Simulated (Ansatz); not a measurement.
# SrC2, space group I4/mmm: a convergence test of the plane-wave cutoff

With Ansatz's Python interface.

Typed at the interpreter:
```pycon
>>> import ansatz as az
>>> import pandas as pd
>>> src2 = (
...     az.Lattice.from_parameters(4.461885, 4.461885, 4.461885, alpha=125.0903, beta=125.0903, gamma=81.38852)
...     .atom("Sr", [0.0, 0.0, 0.0])
...     .atom("C", [0.412, 0.412, 0.0])
...     .atom("C", [0.588, 0.588, 0.0])
... )
>>> src2.resolved().tree()["lattice"]
((4.461885, 0.0, 0.0), (0.6680934409101775, 4.4115834920624355, 0.0), (-2.5649892554800284, -2.2057917761513144, 2.909249132123311))
>>> calc = src2.calculation()
>>> calc = calc.scf(lower_state_search="off", self_checks="high")
>>> calc = calc.kpoints(mesh=(6, 6, 6))
>>> calc = calc.occupations("Fermi-Dirac")
>>> calc = calc.functional("pbesol")
>>> calc = calc.stress()
>>> rows = []
>>> for value in [250, 350, 450, 550]:
...     r = calc.basis(value).run().report
...     rows.append((value, r["free_energy_ev"] / len(r["lattice"]["sites"]), r["n_iterations"], sum(r["stress_gpa"][i][i] for i in range(3)) / 3, r["n_pw"]))
...
DeckWarning: basis.ecutwfc = 250 eV is below the records' recommended 420 eV, and the density's cutoff is lower with it unless basis.ecutrho_ratio is high enough to keep the records' density cutoff: compare with a run at a higher cutoff
DeckWarning: basis.ecutwfc = 350 eV is below the records' recommended 420 eV, and the density's cutoff is lower with it unless basis.ecutrho_ratio is high enough to keep the records' density cutoff: compare with a run at a higher cutoff
>>> table = pd.DataFrame(rows, columns=["cutoff (eV)", "F/atom (eV)", "iterations", "P (GPa)", "plane waves"])
>>> table.round(5)
   cutoff (eV)  F/atom (eV)  iterations  P (GPa)  plane waves
0          250  -1328.00604           6  4.91182          517
1          350  -1328.33971           6  5.09628          847
2          450  -1328.36283           7  5.01189         1251
3          550  -1328.36346           6  5.00872         1661
>>> # the last row is the reference
>>> for row in rows[:-1]:
...     shift = 1000 * (row[1] - rows[-1][1])
...     print(f"{row[0]}: {shift:+.2f} meV/atom" + ("  (within 2 meV)" if abs(shift) < 2 else ""))
...
250: +357.43 meV/atom
350: +23.76 meV/atom
450: +0.64 meV/atom  (within 2 meV)
```

From 450 eV on it stays within 2 meV an atom of the value at 550 eV; the first row (250 eV) is off by 357.4 meV and the last but one by 0.64 meV. The energy falls steadily, as expected when plane waves are added. The pressure moves from 4.91 to 5.01 GPa (the program's stress holds a Pulay correction, so it settles early).

Caveats:
- Pressure is positive in compression.
- The structure is a deposited one; some such entries were measured under pressure or heat, so a shift against it needn't be the functional's error alone.
- Warnings are shown shortened and without file and line.
- Shifts are counted from the last row, which is itself no proven limit.
- Wall time of the script: 8 s on 1 thread of Arm Neoverse V2, with other jobs on the host, peak memory 0.44 GiB.
